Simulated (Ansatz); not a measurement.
**SiGe2: the band gap up the ladder of functionals**

The task here is to estimate one member of a computed series from the others.

Program: Ansatz 0.2.0. PAW datasets, plane waves. The calculation is spin-unpolarised, and the structure need not be a phase that has been made.

**The cell**

The cell was relaxed beforehand with r2SCAN.

The symmetry is P-3m1 (No. 164, trigonal); conventional cell a = 3.957 Å, c = 9.668 Å, 21.84 Å³ an atom. Si has 3 Si at 2.40 Å and 1 Ge at 2.40 Å; Ge has 1 Si at 2.40 Å and 3 Ge at 2.43 Å; Ge has 4 Ge at 2.43–2.45 Å.

The structure in full:

```cif
data_structure
_symmetry_space_group_name_H-M 'P-3m1'
_symmetry_Int_Tables_number 164
_cell_length_a 3.9565
_cell_length_b 3.9565
_cell_length_c 9.6679
_cell_angle_alpha 90.000
_cell_angle_beta 90.000
_cell_angle_gamma 120.000
_cell_volume 131.07
loop_
_atom_site_label
_atom_site_type_symbol
_atom_site_symmetry_multiplicity
_atom_site_Wyckoff_symbol
_atom_site_fract_x
_atom_site_fract_y
_atom_site_fract_z
_atom_site_occupancy
Si1 Si 2 d 0.66667 0.33333 0.53808 1
Ge1 Ge 2 d 0.33333 0.66667 0.21333 1
Ge2 Ge 2 c 0.00000 0.00000 0.87350 1
```

Set-up of the first run:

input.yaml

```yaml
crystal:
  lattice:
    - [3.9565166715, 0.0, 0.0]
    - [-1.9782583358, 3.426443948, 0.0]
    - [0.0, 0.0, 9.6678821878]
  atoms:
    - { symbol: Si, position: [0.6666666667, 0.3333333333, 0.5380814504] }
    - { symbol: Ge, position: [0.3333333333, 0.6666666667, 0.2133349126] }
    - { symbol: Ge, position: [0.0, 0.0, 0.8734977771] }
    - { symbol: Si, position: [0.3333333333, 0.6666666667, 0.4619185496] }
    - { symbol: Ge, position: [0.0, 0.0, 0.1265022229] }
    - { symbol: Ge, position: [0.6666666667, 0.3333333333, 0.7866650874] }
kpoints:
  mp_grid: { grid: [12, 12, 4] }
  band_path:
    path:
      - [[0.0, 0.0, 0.0], [0.5, -1.904329320886e-17, -2.147569630884e-18], [0.3333333333333, 0.3333333333333, -1.431713087244e-18], [0.0, 0.0, 0.0], [3.865377391473e-37, -6.916225876446e-36, 0.5], [0.5, -1.895352344111e-17, 0.5], [0.3333333333333, 0.3333333333333, 0.5], [3.865377391473e-37, -6.916225876446e-36, 0.5]]
      - [[0.5, -1.895352344111e-17, 0.5], [0.5, -1.904329320886e-17, -2.147569630884e-18]]
      - [[0.3333333333333, 0.3333333333333, 0.5], [0.3333333333333, 0.3333333333333, -1.431713087244e-18]]
    npoints: 10
hamiltonian:
  xc: pbe
scf:
  occupations: { method: fermi_dirac, width: 0.02 }
  n_extra_bands: 5
output:
  forces: true
  stress: true
  eigenvalues: true
```

Launch:

```bash
$ ansatz run input.yaml --threads 4 --pin off --max-ram 6451MiB --backend cpu --events-out ev --progress --plain --runs-dir out
```

Among the steps run: PBE bands along the symmetry lines; Single point with r2SCAN; HSE06 at the same geometry; Single point with PBE+SOC; Single point with PBE0.

One of the session's tables, all rows but one given; the rest of the session is left out.

| level | gap (eV) |
| --- | --- |
| PBE | 0.42 |
| r2SCAN | ? |
| HSE06 | 1.08 |
| PBE+SOC | 0.33 |
| PBE0 | 1.71 |

Q: Estimate the row for r2SCAN from the others.

**Answer.** gap (eV): 0.67. In the column «gap (eV)» it lies between PBE (0.42) and HSE06 (1.08).

Meshes: PBE 12×12×4, r2SCAN 12×12×4, HSE06 6×6×2, PBE+SOC 12×12×4, PBE0 6×6×2

The gap runs from 0.33 eV (PBE+SOC) to 1.71 eV (PBE0). PBE reaches 39 % of the HSE06 value, and r2SCAN 62 %. PBE0 lies 0.63 eV above HSE06, which differs from it by screening the long-range exchange. The levels disagree on whether the gap is direct.

To keep in mind: Warnings in the runs' records: stress scf threshold loose, stress exchange threshold loose.
